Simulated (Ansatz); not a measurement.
Cu₂BrCl, space group R-3m, an equation of state with a fit

Program: the Python package of Ansatz (0.2.0).

The cells in order, each with its output:

```python
import ansatz as az
from ase.eos import EquationOfState
from ase.units import GPa
import numpy as np
```

```python
VECTORS = np.array([
    [1.85551, 1.07128, 6.04751],
    [-1.85551, 1.07128, 6.04751],
    [0.0, -2.14256, 6.04751],
])
SITES = [
    ("Cu", [0.2484, 0.2484, 0.2484]),
    ("Cu", [0.7516, 0.7516, 0.7516]),
    ("Br", [0.0, 0.0, 0.0]),
    ("Cl", [0.5, 0.5, 0.5]),
]


def on_lattice(cell):
    crystal = az.Crystal(lattice=az.Lattice.of(cell))
    for symbol, position in SITES:
        crystal = crystal.atom(symbol, position)
    return crystal

# scale the volume, keep shape and fractions
volumes, energies, pressures = [], [], []
for scale in np.linspace(0.88, 1.12, 7):
    cell = VECTORS * scale ** (1 / 3)
    base = on_lattice(cell).calculation()
    base = base.functional("r2SCAN")
    base = base.occupations("fixed")
    base = base.basis(600)
    base = base.kpoints(6, 6, 6).stress()
    r = base.run(threads=1, pin="off").report
    volumes.append(abs(np.linalg.det(cell)) / len(SITES))
    energies.append(r["free_energy_ev"] / len(SITES))
    pressures.append(np.trace(r["stress_gpa"]) / 3)
    print(f"V = {volumes[-1]:8.4f} A^3/atom  F = {energies[-1]:.5f} eV/atom  P = {pressures[-1]:8.3f} GPa")
```

    DeckWarning: crystal.lattice, of which some number shows no typed digit to judge by, misses the space group found at crystal.symmetry.tolerance 1.0e-5 by more than rounding, which is why this is a warning: the operation that it misses by the most changes a squared length by the fraction 1.30e-6, and from 1e-6 on that [...]
    V =  15.8678 A^3/atom  F = -4284.94742 eV/atom  P =    9.746 GPa
    V =  16.5891 A^3/atom  F = -4284.98113 eV/atom  P =    5.405 GPa
    V =  17.3103 A^3/atom  F = -4284.99749 eV/atom  P =    2.002 GPa
    V =  18.0316 A^3/atom  F = -4285.00025 eV/atom  P =   -0.669 GPa
    V =  18.7529 A^3/atom  F = -4284.99233 eV/atom  P =   -2.764 GPa
    V =  19.4741 A^3/atom  F = -4284.97604 eV/atom  P =   -4.406 GPa
    V =  20.1954 A^3/atom  F = -4284.95320 eV/atom  P =   -5.687 GPa

```python
eos = EquationOfState(volumes, energies, eos="vinet")
v0, e0, bulk = eos.fit()
print(f"V0 = {v0:.4f} A^3/atom, E0 = {e0:.5f} eV/atom, B = {bulk / GPa:.1f} GPa")
```

    V0 = 17.8340 A^3/atom, E0 = -4285.00068 eV/atom, B = 62.5 GPa

A third-order Birch-Murnaghan fit through the 7 points (the script's own form differs a little) has its minimum at 17.83 Å³ an atom, 1.1 % below the typed cell, with a bulk modulus of 62 GPa and dB/dP = 5.0. From that minimum the energy rises by 53.2 meV an atom on the compressed side and 47.5 meV on the expanded side.

Caveats:
- Absolute energies stand on the zero of these potentials, so only differences at equal settings mean something.
- No spin polarisation was allowed.
- Shape and fractional positions are held along the curve, so the bulk modulus is an upper value where they are free to relax.
- For a gap this small the mesh is coarse, and bands can meet between its points.
- Pressure is positive in compression.
- Without a Hubbard U or exact exchange, semilocal functionals often make such 3d compounds metallic or too weakly gapped.
- The structure comes from a database of computed cells and needn't be a stable or known phase.
- Warnings are shown shortened and without file and line.
- The whole script took 90 s on 1 thread of Arm Neoverse V2, on a shared host, peak memory 0.73 GiB.
